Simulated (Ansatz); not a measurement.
# CaPd: phonons and Grüneisen parameters

Aim: phonons by finite displacements on a 2×2×2 mesh of wavevectors, at three volumes, and the mode Grüneisen parameters. Runs: reference run (LAPW); volume scaled by 0.985 (LAPW); volume scaled by 1.015 (LAPW); mode Grüneisen parameters (LAPW). Companion runs by PAW are cited.

Computed with Ansatz 0.2.0 (DFT PBEsol, all-electron LAPW, scalar-relativistic unless said, unless a step's input says otherwise).

### Step 1. Starting point

The structure is cubic, space group Pm-3m (No. 221). Conventional cell: a = 3.470 Å, b = 3.470 Å, c = 3.470 Å, α = 90.00°, β = 90.00°, γ = 90.00°. Ca (site symmetry m-3m) is surrounded by 8 Pd at 3.01 Å. Pd (site symmetry m-3m) is surrounded by 8 Ca at 3.01 Å.

Coordinates:

```
CELL_PARAMETERS angstrom
3.47016 0.00000 0.00000
0.00000 3.47016 0.00000
0.00000 0.00000 3.47016
ATOMIC_POSITIONS crystal
Ca 0.00000 0.00000 0.00000
Pd 0.50000 0.50000 0.50000
```

Cartesian axes are those of the input's lattice vectors. The structure goes back to a database entry.

### Step 2. Reference run, LAPW

The input, input.yaml:

```yaml
crystal:
  lattice:
    - [3.47016361111, 0.0, 0.0]
    - [0.0, 3.47016361111, 0.0]
    - [0.0, 0.0, 3.47016361111]
  atoms:
    - { symbol: Ca, position: [0.0, 0.0, 0.0] }
    - { symbol: Pd, position: [0.5, 0.5, 0.5] }
kpoints:
  mp_grid: { grid: [10, 10, 10] }
scf:
  occupations: { method: fermi_dirac, width: 0.05 }
hamiltonian:
  xc: pbesol
  pseudopotentials: { kind: all_electron, lapw: { basis_error: 0.001 } }
phonons:
  qmesh: [2, 2, 2]
  qpath:
    path:
      - [0.0, 0.0, 0.0]
      - [0.0, 0.5, 0.0]
      - [0.5, 0.5, 0.0]
      - [0.0, 0.0, 0.0]
      - [0.5, 0.5, 0.5]
      - [0.0, 0.5, 0.0]
      - [0.5, 0.5, 0.5]
      - [0.5, 0.5, 0.0]
    npoints: 6
  temperatures: { t_min: 0, t_max: 1000, t_step: 100 }
```

The run is started by

```
$ ansatz run input.yaml --threads 1 --pin off --max-ram 3072MiB --backend cpu --events-out ev --progress --plain --runs-dir out
```

### Step 3. Volume scaled by 0.985, LAPW

input.yaml, as its differences from that of step 2:

```diff
@@ -2,5 +2,5 @@
   lattice:
-    - [3.47016361111, 0.0, 0.0]
-    - [0.0, 3.47016361111, 0.0]
-    - [0.0, 0.0, 3.47016361111]
+    - [3.4527253087, 0.0, 0.0]
+    - [0.0, 3.4527253087, 0.0]
+    - [0.0, 0.0, 3.4527253087]
   atoms:
```

### Step 4. Volume scaled by 1.015, LAPW

input.yaml, as its differences from that of step 3:

```diff
@@ -2,5 +2,5 @@
   lattice:
-    - [3.4527253087, 0.0, 0.0]
-    - [0.0, 3.4527253087, 0.0]
-    - [0.0, 0.0, 3.4527253087]
+    - [3.48742839088, 0.0, 0.0]
+    - [0.0, 3.48742839088, 0.0]
+    - [0.0, 0.0, 3.48742839088]
   atoms:
```

(Steps that only read results are left out.)

What does the calculation give? Wanted: highest mode on the mesh, without the LO shift; optical modes at Γ.

As calculated:

```
                                             quantity           value
highest mode on the mesh, without the LO shift (LAPW)        230 cm⁻¹
                                   optical modes at Γ  160 (T1u) cm⁻¹
             mean Grüneisen parameter at 300 K (LAPW)            1.87
```

**Reading.** No mode on the mesh is unstable; the highest lies at 230 cm⁻¹ by LAPW. Weighted by heat capacity at 300 K the mean Grüneisen parameter of the sampled modes is 1.87, which points to expansion on heating. PAW differs from LAPW by at most 0.2 cm⁻¹. Each set of modes is computed in the harmonic approximation. Cautions: responses of metals move with mesh and smearing.
